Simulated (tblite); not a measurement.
# C5H11PSeSi: the cost of one run

The runs use tblite 0.8.0 and PySCF 2.14.0, with density-fitted response routines of our own; the level of theory stands in each step. All values are computed, except where a source is named. Atoms are numbered from 0 throughout.

## 1. The starting structure

19 atoms, charge 0, multiplicity 1; geometry from: force field or distance geometry start.

Bonds of the start (Å): C0–P1 1.80, P1–Se2 1.95, P1–C3 1.84, C3–C4 1.48, C4–C5 1.45, C5–C6 1.33, C6–Si7 1.84, C6–P1 1.82, C0–H8 1.11, C0–H9 1.12, C0–H10 1.10, C3–H11 1.11, C3–H12 1.13, C4–H13 1.13, C4–H14 1.11, C5–H15 1.10, Si7–H16 1.45, Si7–H17 1.46, Si7–H18 1.46.

## 2. Relaxing the molecule with GFN2-xTB

The job: settings as JSON, then the geometry in Å.

```
{"job": {"kind": "relax", "xc": "GFN2-xTB", "basis": "xTB"}, "charge": 0, "multiplicity": 1}
C     -0.839900     1.850600    -0.546100
P     -0.462800     0.675300     0.766000
Se    -0.096800     1.601800     2.439800
C     -1.695400    -0.676300     0.601200
C     -1.119600    -1.307400    -0.606400
C      0.331200    -1.343300    -0.590700
C      0.882400    -0.352700     0.109300
Si     2.673400    -0.036500     0.397200
H     -1.682700     1.515000    -1.193600
H     -1.023100     2.887600    -0.157500
H      0.038300     1.914800    -1.198000
H     -2.726400    -0.276500     0.472300
H     -1.642500    -1.317100     1.527200
H     -1.512700    -0.758700    -1.511400
H     -1.528600    -2.340900    -0.660900
H      0.937400    -2.114400    -1.088700
H      3.095900    -0.305700     1.762300
H      2.961100     1.330700    -0.037200
H      3.400900    -0.937000    -0.492300
```

On the command line:

```sh
$ OMP_NUM_THREADS=1 python probes_run.py task.json out
```

This one command runs all jobs of the session in turn.

Q: Estimate the wall time and peak memory of this first job on 1 thread of Arm Neoverse V2, shared host.

About 1 s, with a peak of 0.18 GiB.
